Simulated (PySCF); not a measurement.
# A diatomic session: Se2

One table from this session's results is given with a row withheld; the runs are named, their logs left out.

Program: PySCF 2.14.0. Level of theory: Se def2-TZVPP, no relativity. These are calculated values, not measurements.

Set-up of the first run:

Settings of the job:

- atoms: Se, Se
- charge: 0
- basis: Se def2-TZVPP
- Hamiltonian: no relativity
- basis functions: 96
- electrons treated: 68
- masses in u: 79.9165, 79.9165
- levels: PBE0, PBE, r²SCAN, B2PLYP, PW91, BHandHLYP, BP86, ωB97M-V, HF, MP2, SCS-MP2, CCSD, CCSD(T)
- grid: 80 radial by 434 angular points
- occupations: held fixed by the projection of orbital angular momentum
- dissociation limit: Se + Se, each in its ground configuration
- starting distance in angstrom: 2.230
- values of 2S to try: 0, 2, 4

The run is started by

```sh
$ OMP_NUM_THREADS=2 python dia.py task.json out
```

Steps of the session up to this table: Set-up; The PBE0 curve of the state that the search chose; Higher solutions at PBE0; PBE; r²SCAN; B2PLYP; PW91 (GGA); BHandHLYP (global hybrid GGA); BP86; ωB97M-V (range-separated hybrid); UHF; Adding correlation.

One of the session's tables, all rows but one given; the rest of the session is left out.

Energy (eV) from each level's lowest point:

| R (Å) | UHF | UHF-MP2 | UHF-SCS-MP2 | UHF-CCSD | UHF-CCSD(T) |
| --- | --- | --- | --- | --- | --- |
| 1.865 | 1.596 | 1.750 | 1.746 | n/a | n/a |
| 1.951 | 0.644 | 0.775 | 0.767 | 0.772 | 0.831 |
| 2.038 | 0.154 | 0.244 | 0.237 | 0.237 | 0.275 |
| 2.103 | ? | ? | ? | ? | ? |
| 2.168 | 0.000 | 0.000 | 0.000 | 0.000 | 0.000 |
| 2.233 | 0.100 | 0.041 | 0.048 | 0.051 | 0.030 |
| 2.320 | 0.357 | 0.202 | 0.222 | 0.234 | 0.183 |
| 2.428 | 0.807 | 0.509 | 0.549 | 0.583 | 0.489 |
| 2.558 | 1.457 | 0.947 | 1.020 | 1.095 | 0.947 |
| 2.732 | 2.396 | 1.539 | 1.667 | n/a | n/a |

**Question.** Estimate the row for R (Å) = 2.103.

Worked estimate for «UHF». A straight line through the neighbours (2.038, 0.154) and (2.168, 0.000) gives 0.154 + (0.000 − 0.154) × (2.103 − 2.038) / (2.168 − 2.038) = 0.077; a parabola fitted to 4 rows on both sides gives 0.000.

**Answer.** UHF: 0.006; UHF-MP2: 0.056; UHF-SCS-MP2: 0.052; UHF-CCSD: 0.051; UHF-CCSD(T): 0.070. In «UHF» the line misses by +0.071 and the parabola by -0.006.
